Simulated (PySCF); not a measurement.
# C2H8N2OSi: the cost of one run

The runs use PySCF 2.14.0, with density-fitted response routines of our own; the level of theory stands in each step. All values are computed, except where a source is named. Atoms count from 0, in the outputs and in this text.

## Step 1: Starting geometry

14 atoms, charge 0, multiplicity 1; geometry from: GFN2-xTB. The atoms were then displaced at random by about 0.01 Å, so the start is not that level's minimum.

Bonds of the start (Å): C0–C1 1.54, C1–O2 1.21, C1–Si3 1.88, Si3–N4 1.73, Si3–N5 1.73, C0–H6 1.08, C0–H7 1.06, C0–H8 1.08, Si3–H9 1.49, N4–H10 1.01, N4–H11 1.00, N5–H12 1.01, N5–H13 1.02.

## Step 2: Optimising the geometry at PBE0-D3(BJ)/def2-SVP

Job settings and geometry (Å):

```
{"job": {"xc": "PBE0", "basis": "def2-SVP", "d3": "d3bj", "grid": 1, "shake": 0.01, "kind": "geom"}, "charge": 0, "multiplicity": 1}
C      2.083170    -0.456310     0.412300
C      0.985140     0.610950     0.527760
O      1.232380     1.795770     0.572650
Si    -0.790150     0.007340     0.658890
N     -1.727440     1.400090     0.222720
N     -1.002360    -1.342980    -0.396550
H      1.865000    -1.051360    -0.461120
H      2.031040    -1.067980     1.279430
H      3.049890     0.021630     0.346820
H     -1.070520    -0.562910     2.004630
H     -1.309040     2.300030     0.424540
H     -2.715900     1.454740     0.372420
H     -0.783140    -1.228480    -1.375920
H     -1.855230    -1.895610    -0.316290
```

On the command line:

```console
$ OMP_NUM_THREADS=1 python probes_run.py task.json out
```

The driver reads the jobs from task.json and runs them one after another.

Q: Estimate the wall time and peak memory of this first job on 1 thread of Arm Neoverse N1, shared host.

About 2.2 min, with a peak of 0.5 GiB.
